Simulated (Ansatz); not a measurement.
# C9H20O4: up Jacob's ladder to CCSD(T)

One table from this session's results is given with a row withheld; the runs are named, their logs left out.

Computed with Ansatz 0.2.0, Gaussian basis. Level: functionals in def2-TZVPP, the program's frozen cores in correlated methods.

Plan: LDA (SPW92), PBE-D4, revPBE-D4, BLYP-D4, r2SCAN-D4, B97M-V, PBE0-D4, B3LYP-D4, r2SCANh-D4, r2SCAN0-D4, HSE06-D4, BHLYP-D4, CAM-B3LYP-D4, LC-ωPBE, ωB97X-V, ωB97M-V, B2PLYP, PBE-QIDH; CCSD(T)/def2-SVP; CCSD(T)/def2-TZVPP; MP2/def2-QZVPP; extrapolation to the limit; RPA on PBE.

### The relaxed structure

All runs share one geometry, relaxed beforehand with PBE0-D4 in a triple-zeta def2 set.

SMILES `CCOC(OCC)(OCC)OCC`, 33 atoms, charge 0, spin multiplicity 1.

Atoms are counted from 1 here; the program's logs count them from 0.

Bond lengths: C1–C2 1.507 Å, C1–H14 1.092 Å, C1–H15 1.092 Å, C1–H16 1.092 Å, C2–O3 1.421 Å, C2–H17 1.095 Å, C2–H18 1.094 Å, O3–C4 1.381 Å, C4–O5 1.381 Å, C4–O8 1.381 Å, C4–O11 1.381 Å, O5–C6 1.421 Å, C6–C7 1.507 Å, C6–H19 1.094 Å, C6–H20 1.095 Å, C7–H21 1.092 Å, C7–H22 1.092 Å, C7–H23 1.092 Å and more. Angles: C2–C1–H14 111.0°, C2–C1–H15 110.1°, C2–C1–H16 110.7°, H14–C1–H15 108.4°, H14–C1–H16 108.3°, H15–C1–H16 108.3°, C1–C2–O3 107.7°, C1–C2–H17 111.1°, C1–C2–H18 111.2°, O3–C2–H17 109.5°, O3–C2–H18 109.5°, H17–C2–H18 107.8°, C2–O3–C4 115.9°, O3–C4–O5 107.8°, O3–C4–O8 107.8°, O3–C4–O11 112.9°, O5–C4–O8 112.9°, O5–C4–O11 107.8° and more.

Coordinates:

```
C    -3.04426   -1.87451   -0.69422
C    -2.14153   -0.67100   -0.77771
O    -0.88200   -1.03771   -0.23075
C    -0.00011   -0.00001   -0.00013
O     0.15573    0.69211   -1.18522
C     0.98566    1.84439   -1.12577
C     1.25376    2.28843   -2.54043
O     1.18100   -0.54567    0.46356
C     1.76953   -1.54222   -0.36136
C     3.15832   -1.80592    0.16026
O    -0.45513    0.89124    0.95191
C    -0.61418    0.36913    2.26421
C    -1.36729    1.39173    3.07504
H    -3.18580   -2.18574    0.34287
H    -4.02216   -1.63991   -1.12042
H    -2.62112   -2.71453   -1.24888
H    -2.55425    0.17174   -0.21327
H    -2.00982   -0.34754   -1.81412
H     0.48140    2.62904   -0.55466
H     1.91758    1.59778   -0.60629
H     1.77074    1.50861   -3.10352
H     0.31989    2.52102   -3.05629
H     1.87781    3.18483   -2.54009
H     1.79759   -1.18970   -1.39776
H     1.15826   -2.44866   -0.33232
H     3.12385   -2.14551    1.19748
H     3.77051   -0.90274    0.11601
H     3.64271   -2.58056   -0.43830
H    -1.16146   -0.57820    2.21734
H     0.36884    0.16689    2.69883
H    -0.82203    2.33723    3.10769
H    -2.35405    1.58032    2.64702
H    -1.49796    1.03567    4.09931
```

The first run:

The input, in.yaml:

```yaml
crystal:
  periodic: [false, false, false]
  atoms:
    - {symbol: C, position_ang: [-3.044257, -1.874514, -0.694221]}
    - {symbol: C, position_ang: [-2.141530, -0.671005, -0.777710]}
    - {symbol: O, position_ang: [-0.882002, -1.037715, -0.230751]}
    - {symbol: C, position_ang: [-0.000105, -0.000011, -0.000133]}
    - {symbol: O, position_ang: [0.155729, 0.692109, -1.185224]}
    - {symbol: C, position_ang: [0.985660, 1.844388, -1.125766]}
    - {symbol: C, position_ang: [1.253761, 2.288429, -2.540431]}
    - {symbol: O, position_ang: [1.181004, -0.545669, 0.463560]}
    - {symbol: C, position_ang: [1.769530, -1.542221, -0.361361]}
    - {symbol: C, position_ang: [3.158316, -1.805922, 0.160255]}
    - {symbol: O, position_ang: [-0.455130, 0.891243, 0.951914]}
    - {symbol: C, position_ang: [-0.614178, 0.369130, 2.264207]}
    - {symbol: C, position_ang: [-1.367287, 1.391732, 3.075040]}
    - {symbol: H, position_ang: [-3.185801, -2.185737, 0.342875]}
    - {symbol: H, position_ang: [-4.022159, -1.639908, -1.120423]}
    - {symbol: H, position_ang: [-2.621118, -2.714534, -1.248883]}
    - {symbol: H, position_ang: [-2.554252, 0.171738, -0.213270]}
    - {symbol: H, position_ang: [-2.009820, -0.347543, -1.814122]}
    - {symbol: H, position_ang: [0.481399, 2.629041, -0.554655]}
    - {symbol: H, position_ang: [1.917579, 1.597782, -0.606289]}
    - {symbol: H, position_ang: [1.770736, 1.508606, -3.103524]}
    - {symbol: H, position_ang: [0.319888, 2.521025, -3.056290]}
    - {symbol: H, position_ang: [1.877812, 3.184833, -2.540089]}
    - {symbol: H, position_ang: [1.797586, -1.189701, -1.397757]}
    - {symbol: H, position_ang: [1.158255, -2.448663, -0.332324]}
    - {symbol: H, position_ang: [3.123846, -2.145512, 1.197482]}
    - {symbol: H, position_ang: [3.770513, -0.902739, 0.116012]}
    - {symbol: H, position_ang: [3.642711, -2.580563, -0.438299]}
    - {symbol: H, position_ang: [-1.161465, -0.578205, 2.217337]}
    - {symbol: H, position_ang: [0.368840, 0.166885, 2.698834]}
    - {symbol: H, position_ang: [-0.822027, 2.337229, 3.107685]}
    - {symbol: H, position_ang: [-2.354052, 1.580324, 2.647023]}
    - {symbol: H, position_ang: [-1.497957, 1.035668, 4.099305]}
basis:
  gaussian: {orbitals: def2-TZVPP}
hamiltonian: {xc: lda}
output: {orbitals: {seedname: orbitals}}
```

On the command line:

```sh
> ansatz run in.yaml --threads 11 --pin off --events-out ev --progress --plain --max-ram 174080MiB --backend cuda --devices 0, --max-vram 75GiB
```

Steps of the session up to this table: LDA; PBE-D4 (GGA); revPBE-D4 (GGA); BLYP-D4 (GGA); r2SCAN-D4 (meta-GGA); B97M-V (meta-GGA); PBE0-D4 (hybrid); B3LYP-D4 (hybrid); r2SCANh-D4 (hybrid); r2SCAN0-D4 (hybrid); HSE06-D4 (hybrid); BHLYP-D4 (hybrid); CAM-B3LYP-D4 (range-separated); LC-ωPBE (range-separated); ωB97X-V (range-separated); ωB97M-V (range-separated); B2PLYP (double hybrid); PBE-QIDH (double hybrid).

One table of the session follows, with a row left open; its other results are not shown here.

It belongs to the step «Frontier levels by functional». 

| functional | HOMO (eV) | LUMO (eV) | gap (eV) |
| --- | --- | --- | --- |
| LDA (SPW92) | ? | ? | ? |
| PBE-D4 | -6.24 | 0.36 | 6.59 |
| revPBE-D4 | -6.16 | 0.45 | 6.61 |
| BLYP-D4 | -6.16 | 0.37 | 6.52 |
| r2SCAN-D4 | -6.57 | 1.11 | 7.67 |
| B97M-V | -6.76 | 0.46 | 7.22 |
| PBE0-D4 | -7.84 | 1.14 | 8.97 |
| B3LYP-D4 | -7.61 | 0.82 | 8.43 |
| r2SCANh-D4 | -7.17 | 1.32 | 8.50 |
| r2SCAN0-D4 | -8.07 | 1.63 | 9.70 |
| HSE06-D4 | -7.43 | 0.77 | 8.20 |
| BHLYP-D4 | -9.40 | 1.71 | 11.11 |
| CAM-B3LYP-D4 | -9.30 | 1.87 | 11.17 |
| LC-ωPBE | -10.61 | 3.17 | 13.77 |
| ωB97X-V | -10.32 | 2.91 | 13.23 |
| ωB97M-V | -10.25 | 2.47 | 12.72 |

Q: Estimate the row for LDA (SPW92) from the others.

**Answer.** HOMO (eV): -6.37; LUMO (eV): 0.19; gap (eV): 6.55. In the column «HOMO (eV)» it lies between r2SCAN-D4 (-6.57) and PBE-D4 (-6.24).
